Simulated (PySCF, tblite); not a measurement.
**C6H16Si2: geometry, infrared bands and NMR shifts**

Wanted: the infrared bands and NMR shifts of C6H16Si2 (`C=C(C)[Si](C)(C)[SiH2]C`), by calculation.

Computed with tblite 0.8.0 and PySCF 2.14.0, with density-fitted response routines of our own, on a single molecule in the gas phase. Atoms are numbered from 0 throughout.

## (1) The molecule as given

24 atoms, charge 0, multiplicity 1; geometry from: force field or distance geometry start.

Bonds of the start (Å): C0–C1 1.33, C1–C2 1.51, C1–Si3 1.89, Si3–C4 1.86, Si3–C5 1.87, Si3–Si6 2.35, Si6–C7 1.85, C0–H8 1.09, C0–H9 1.07, C2–H10 1.10, C2–H11 1.10, C2–H12 1.09, C4–H13 1.09, C4–H14 1.10, C4–H15 1.09, C5–H16 1.10, C5–H17 1.09, C5–H18 1.10, Si6–H19 1.49, Si6–H20 1.50, C7–H21 1.09, C7–H22 1.09, C7–H23 1.09.

## (2) Geometry optimisation with GFN2-xTB

Job settings and geometry (Å):

```
{"job": {"kind": "relax", "xc": "GFN2-xTB", "basis": "xTB"}, "charge": 0, "multiplicity": 1}
C     -0.988000     1.569000    -1.550200
C     -1.140800     0.913100    -0.398000
C     -2.019600     1.419200     0.714400
Si    -0.226800    -0.697900    -0.039400
C      0.270600    -1.581300    -1.592900
C     -1.256800    -1.832800     1.040700
Si     1.734800    -0.188100     1.143700
C      2.774300     0.949200     0.128600
H     -1.525100     2.498100    -1.732000
H     -0.362500     1.223200    -2.352500
H     -2.483300     2.384100     0.444900
H     -2.853700     0.721800     0.909300
H     -1.471500     1.576900     1.648600
H      0.786100    -2.523000    -1.381000
H      0.944500    -0.958900    -2.203300
H     -0.609700    -1.811400    -2.197500
H     -0.722600    -2.765800     1.249400
H     -2.197900    -2.087600     0.550700
H     -1.488200    -1.361300     2.010200
H      2.474100    -1.451700     1.434100
H      1.370900     0.453700     2.446100
H      3.698000     1.199900     0.642900
H      3.043300     0.496300    -0.820900
H      2.238300     1.875100    -0.088300
```

Run with:

```console
$ OMP_NUM_THREADS=1 python probes_run.py task.json out
```

One launch serves the whole session: the jobs run in the order shown.

**Question.** This job is followed by: GFN2-xTB harmonic vibrations, gas phase; GIAO PBE0/pcSseg-1 NMR shielding, non-relativistic, gas phase. What will the session give for the following? strongest single infrared mode (GFN2-xTB); zero-point energy (GFN2-xTB); 13C shifts against TMS (PBE0/pcSseg-1, means over atoms taken as alike); 1H shifts against TMS (PBE0/pcSseg-1, means over atoms taken as alike); 29Si shifts against TMS (PBE0/pcSseg-1).

As calculated:

```
                                                               quantity                                   value
                              strongest single infrared mode (GFN2-xTB)                   2154 cm⁻¹, 432 km/mol
                                           zero-point energy (GFN2-xTB)                          123.2 kcal/mol
13C shifts against TMS (PBE0/pcSseg-1, means over atoms taken as alike)     156.2, 132.3, 27.5, -2.6, -11.2 ppm
 1H shifts against TMS (PBE0/pcSseg-1, means over atoms taken as alike)  6.04, 5.42, 3.83, 1.97, 0.23, 0.07 ppm
                                29Si shifts against TMS (PBE0/pcSseg-1)                        -23.1, -81.4 ppm
```

**Reading.** The optimisation took 93 steps and gained 0.200 eV; among the close pairs (by a distance rule), Si3–C4 changed most, from 1.855 to 1.913 Å. No mode is imaginary among the 66: a minimum at this level. The strongest single mode, at 2154 cm⁻¹, moves mainly H20. GFN2-xTB is a fitted tight-binding method: band positions and strengths are rough. Its intensities can rank the bands wrongly. C1 (fully substituted alkene carbon) lies farthest downfield among carbon, at 156.2 ppm; an sp2 carbon of a C=C bond. At PBE0/pcSseg-1: The widest tensor belongs to C1: span 257 ppm, with a paramagnetic part of -236 ppm.
